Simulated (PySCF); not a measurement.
# The bond of CBr, level by level

An exercise on one series of results from a longer session: the logs are not shown, and one member is left open.

Program: PySCF 2.14.0. Level of theory: C def2-TZVPPD, Br def2-TZVPPD, no relativity. These are calculated values, not measurements.

Set-up of the first run:

The job is set up so:

```json
{
  "atoms": "C, Br",
  "charge": "0",
  "basis": "C def2-TZVPPD, Br def2-TZVPPD",
  "Hamiltonian": "no relativity",
  "basis functions": "94",
  "electrons treated": "41",
  "masses in u": "12.0000, 78.9183",
  "levels": "PBE0, PBE, r²SCAN, r²SCANh, TPSSh, B3LYP, BLYP, BHandHLYP, ωB97X, HF, MP2, SCS-MP2, CCSD, CCSD(T)",
  "grid": "80 radial by 434 angular points",
  "occupations": "held fixed by the projection of orbital angular momentum",
  "dissociation limit": "C + Br, each in its ground configuration",
  "starting distance in angstrom": "1.825",
  "values of 2S to try": "1, 3"
}
```

On the command line:

```sh
> OMP_NUM_THREADS=2 python dia.py task.json out
```

Steps of the session up to this table: Input; The PBE0 curve of the state that the search chose; Higher solutions at PBE0; PBE (GGA); r²SCAN (meta-GGA); r²SCANh (hybrid meta-GGA); TPSSh (hybrid meta-GGA); B3LYP; BLYP (GGA); BHandHLYP; ωB97X; UHF (mean field); Correlated methods on the Hartree–Fock reference.

One of the session's tables, all rows but one given; the rest of the session is left out.

It belongs to the step «The curves together». Energy (eV) from each level's lowest point:

```
R (Å)    UHF  UHF-MP2  UHF-SCS-MP2  UHF-CCSD  UHF-CCSD(T)
1.565  1.192    0.975        1.023       n/a          n/a
1.638  0.554    0.405        0.440     0.480        0.496
1.711  0.193    0.108        0.129     0.151        0.160
1.765      ?        ?            ?         ?            ?
1.820  0.000    0.000        0.000     0.000        0.000
1.875  0.010    0.048        0.038     0.029        0.024
1.947  0.098    0.182        0.158     0.139        0.128
2.038  0.291    0.426        0.386     0.356        0.337
2.148  0.593    0.805        0.750     0.683        0.656
2.293  0.986    1.608        1.550       n/a          n/a
```

Estimate the missing values for R (Å) = 1.765.

Worked estimate for «UHF». A straight line through the neighbours (1.711, 0.193) and (1.820, 0.000) gives 0.193 + (0.000 − 0.193) × (1.765 − 1.711) / (1.820 − 1.711) = 0.097; a parabola fitted to 4 rows on both sides gives 0.051.

**Answer.** UHF: 0.054; UHF-MP2: 0.014; UHF-SCS-MP2: 0.024; UHF-CCSD: 0.034; UHF-CCSD(T): 0.039. In «UHF» the line misses by +0.043 and the parabola by -0.003.
